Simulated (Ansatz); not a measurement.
# Mo3W2: the cost of one run

Computed with Ansatz 0.2.0 (DFT PBE, scalar-relativistic, plane waves, PAW, unless a step's input says otherwise).

### Step 1. The structure to begin with

Symmetry: Fmmm, No. 69, orthorhombic system. Conventional cell: a = 3.285 Å, b = 4.646 Å, c = 23.229 Å, α = 90.00°, β = 90.00°, γ = 90.00°. Mo (site symmetry mm2) has 6 Mo at 2.84 Å and 2 W at 2.84 Å as nearest neighbours. Mo (site symmetry mmm) has 8 Mo at 2.84 Å as nearest neighbours. Around W (site symmetry mm2) lie 2 Mo at 2.84 Å and 6 W at 2.84 Å.

Structure file:

```cif
data_structure
_symmetry_space_group_name_H-M 'P 1'
_symmetry_Int_Tables_number 1
_cell_length_a 11.8444
_cell_length_b 11.7300
_cell_length_c 2.8449
_cell_angle_alpha 85.363
_cell_angle_beta 80.786
_cell_angle_gamma 13.851
_cell_volume 88.63
loop_
_atom_site_label
_atom_site_type_symbol
_atom_site_fract_x
_atom_site_fract_y
_atom_site_fract_z
_atom_site_occupancy
Mo1 Mo 0.90000 0.90000 0.10000 1
Mo2 Mo 0.50000 0.50000 0.50000 1
Mo3 Mo 0.10000 0.10000 0.90000 1
W1 W 0.70000 0.70000 0.30000 1
W2 W 0.30000 0.30000 0.70000 1
```

The start is an ordering of an alloy on its end members' structure types: elements ordered on the sites of the Ti type, Mo/W on Ti (Fmmm, No. 69).

### Step 2. A first look at the guess

File input.yaml:

```yaml
crystal:
  lattice:
    - [0.0, 2.32288178, 11.61440889]
    - [1.64252546, 0.0, 11.61440889]
    - [1.64252546, 2.32288178, 0.0]
  atoms:
    - { symbol: Mo, position: [0.9, 0.9, 0.1] }
    - { symbol: Mo, position: [0.5, 0.5, 0.5] }
    - { symbol: Mo, position: [0.1, 0.1, 0.9] }
    - { symbol: W, position: [0.7, 0.7, 0.3] }
    - { symbol: W, position: [0.3, 0.3, 0.7] }
basis:
  ecutwfc: 420
kpoints:
  mp_grid: { grid: [6, 6, 6] }
hamiltonian:
  xc: pbe
scf:
  occupations: { method: gaussian, width: 0.1 }
  lower_state_search: "off"
output:
  forces: true
  stress: true
  eigenvalues: true
```

Run with:

```bash
> ansatz run input.yaml --threads 4 --pin off --max-ram 8192MiB --backend cpu --events-out ev --progress --plain --runs-dir out
```

What time and memory should one allow on 4 threads of Intel Xeon at 2.50GHz (Skylake/Cascade Lake), shared host?

About 3.9 s, with a peak of 0.51 GiB.
